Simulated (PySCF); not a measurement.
# C₆H₆F₂: electronic excitations

Wanted: the electronic excitations of C₆H₆F₂ (`C[C@H]1C(F)=C/C1=C/F`), by calculation.

Computed with PySCF 2.14.0, with density-fitted response routines of our own, on a single molecule in the gas phase. Atoms count from 0, in the outputs and in this text.

## Step 1: The starting structure

14 atoms, charge 0, multiplicity 1; geometry from: GFN2-xTB.

Bonds of the start (Å): C0–C1 1.52, C1–C2 1.51, C2–F3 1.33, C2–C4 1.34, C4–C5 1.46, C5–C6 1.32, C6–F7 1.35, C5–C1 1.53, C0–H8 1.09, C0–H9 1.09, C0–H10 1.09, C1–H11 1.09, C4–H12 1.07, C6–H13 1.08.

## Step 2: Excited states and response: CAM-B3LYP/def2-SVPD

The job: settings as JSON, then the geometry in Å.

```
{"job": {"kind": "uv", "xc": "CAM-B3LYP", "basis": "def2-SVPD", "nstates": 8, "ntriplets": 3}, "charge": 0, "multiplicity": 1}
C     -1.504386    -0.831845    -0.108094
C     -0.492949     0.219858    -0.535229
C     -0.447374     1.491507     0.278893
F     -1.371467     2.431471     0.446299
C      0.795767     1.315180     0.741912
C      0.930311     0.055233     0.013039
C      1.874345    -0.858880    -0.108466
F      1.708003    -1.953217    -0.873765
H     -2.510200    -0.514392    -0.373679
H     -1.457979    -0.986491     0.967725
H     -1.291847    -1.774664    -0.605643
H     -0.532928     0.375726    -1.615444
H      1.457669     1.864229     1.381132
H      2.842356    -0.834187     0.369155
```

Level: TDDFT CAM-B3LYP/def2-SVPD, vertical, gas phase, core orbitals frozen in the response.

Command:

```console
$ OMP_NUM_THREADS=1 python probes_run.py task.json out
```

One launch serves the whole session: the jobs run in the order shown.

The program printed:

```text
coarse grid: 12408 points
cycle   1  E = -431.2318741949  dE =  1.468e+00  |g| = 5.833e-01  |ddm| = 7.648e+00
cycle   2  E = -431.2254877165  dE =  6.386e-03  |g| = 6.703e-01  |ddm| = 1.591e+00
cycle   3  E = -431.2995188594  dE = -7.403e-02  |g| = 6.380e-02  |ddm| = 7.671e-01
cycle   4  E = -431.3001052959  dE = -5.864e-04  |g| = 3.263e-02  |ddm| = 1.365e-01
cycle   5  E = -431.3003373285  dE = -2.320e-04  |g| = 1.010e-02  |ddm| = 7.138e-02
cycle   6  E = -431.3003614564  dE = -2.413e-05  |g| = 2.304e-03  |ddm| = 2.174e-02
cycle   7  E = -431.3003628645  dE = -1.408e-06  |g| = 5.406e-04  |ddm| = 5.662e-03
final grid: 122688 points
cycle   8  E = -431.3729412325  dE = -3.613e-05  |g| = 4.571e-03  |ddm| = 1.410e-01
cycle   9  E = -431.3729401145  dE =  1.118e-06  |g| = 5.496e-03  |ddm| = 1.835e-02
cycle  10  E = -431.3729454414  dE = -5.327e-06  |g| = 5.437e-04  |ddm| = 6.501e-03
cycle  11  E = -431.3729454945  dE = -5.316e-08  |g| = 1.777e-04  |ddm| = 1.163e-03
cycle  12  E = -431.3729455015  dE = -6.952e-09  |g| = 5.821e-05  |ddm| = 5.255e-04
cycle  13  E = -431.3729455023  dE = -8.127e-10  |g| = 1.128e-05  |ddm| = 1.356e-04
converged SCF energy = -431.3729455023

Static polarisability (au): isotropic 71.066, principal 50.778 70.202 92.219

Singlet excitations
state   eV       nm        f      main configurations
  1   5.9513    208.3   0.30066   H->L 0.93
  2   6.2898    197.1   0.04847   H->L+1 0.85
  3   6.8553    180.9   0.01852   H->L+3 0.76
  4   6.9029    179.6   0.07304   H->L+2 0.66, H->L+4 0.12, H->L+3 0.09
  5   7.1393    173.7   0.03102   H->L+5 0.41, H->L+4 0.32, H->L+2 0.13
  6   7.6869    161.3   0.04847   H-1->L 0.55, H->L+4 0.33
  7   7.7661    159.6   0.04517   H->L+5 0.38, H-1->L 0.26, H->L+4 0.18
  8   7.7855    159.3   0.00616   H-2->L 0.67, H-3->L 0.19

Triplet excitations (Tamm-Dancoff, eV): 3.4700 5.0073 6.1298
```

Run time: 41 s. Hardware: 1 thread of Arm Neoverse V2, shared host; peak memory 1 GiB.

Frontier orbitals and where they lie:

```csv
orbital,eV,atoms
HOMO−3,-11.23,"C1 20 %, C0 15 %, C2 15 %"
HOMO−2,-11.16,"C1 21 %, C5 16 %, C0 16 %"
HOMO−1,-10.28,"C4 22 %, C5 19 %, C1 13 %"
HOMO,-7.93,"C6 24 %, C5 20 %, C2 17 %"
LUMO,0.65,"C2 29 %, C6 18 %, C4 17 %"
LUMO+1,1.21,"C2 14 %, C6 13 %, C0 13 %"
LUMO+2,1.82,"C6 21 %, H13 17 %, H12 13 %"
```

With each of the 8 states as a Gaussian band of 0.4 eV half-width at 1/e, the curve within the window shown has maxima at 207 nm (ε 13,000), 179 nm (ε 4,900), 161 nm (ε 4,200) L/(mol cm). Beyond the last state computed it falls off for lack of states. The curve at chosen wavelengths:

(nm, ε (L/mol/cm)): (153, 1841), (156, 3149), (159, 4056), (162, 4183), (165, 3830), (169, 3654), (172, 4047), (175, 4590), (178, 4878), (181, 4759), (184, 4431), (187, 4298), (190, 4739), (194, 6483), (197, 8466), (200, 10575), (203, 12285), (206, 13152), (209, 12967), (212, 11804), (215, 9964), (219, 7125), (222, 5136), (225, 3489), (228, 2243), (231, 1371)

Further results of this job:

```csv
property,computed
dipole moment (D),0.77
polarisability (Å³),10.53
HOMO–LUMO gap (eV),8.58
−ε(HOMO) (eV),7.93
```

## Step 3: Outcome

```
                            quantity                        value
lowest singlet (CAM-B3LYP/def2-SVPD)  5.95 eV (208 nm), f = 0.301
                      lowest triplet                      3.47 eV
```

**Reading.** The first singlet state (HOMO→LUMO 0.93) lies at 5.95 eV and is bright. The lowest triplet lies 2.48 eV below the lowest singlet (triplets in Tamm-Dancoff, singlets in full TDDFT).
